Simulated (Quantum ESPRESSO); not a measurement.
NaTaO2:

```xyz
4
Lattice="1.5572 0.8990 5.6532 -1.5572 0.8990 5.6532 0.0000 -1.7981 5.6532" Properties=species:S:1:pos:R:3 pbc="T T T"
Na    0.0000    0.0000    8.4798
Ta    0.0000    0.0000    0.0000
O     0.0000    0.0000    4.5231
O     0.0000    0.0000   12.4364
```

The cell comes from a database or a generator and needn't be the stable form of this composition.

Base run:

| Quantity | Value |
| --- | --- |
| Program | Quantum ESPRESSO 7.5 |
| Functional | PW91 |
| Potentials or basis | PseudoDojo 0.5 SR PBE standard |
| Cutoff | 1197 eV |
| Density cutoff | 4789 eV |
| k mesh | 7 × 7 × 7 |
| Occupations | gaussian, width 0.05 eV |
| Spin | collinear spin, ferromagnetic start |
| Starting moments | [0.0, 2.0, 0.0, 0.0] μB |
| Hubbard terms | Ta d U = 7 eV |

Its results: band gap on the k mesh none (metal or under the smearing width); pressure 17.5 GPa; net moment 2.00 μB per cell; site moments Na +0.01; Ta +0.86; O +0.02 μB; largest force 1.915 eV/Å.

Task: After a change of settings the same cell gave: band gap on the k mesh none (metal or under the smearing width); pressure 7.7 GPa; net moment 1.99 μB per cell; site moments Na +0.01; Ta +0.84; O +0.04 μB; largest force 1.499 eV/Å. Which change was it?
A. functional from PW91 to RPBE
B. functional from PW91 to LDA
C. functional from PW91 to revPBE
D. functional from PW91 to PBEsol

Result: B.

LDA binds more tightly than PW91, so the same cell stands under less pressure.

Caveats: the potentials were made for another functional, which shifts forces and pressure.
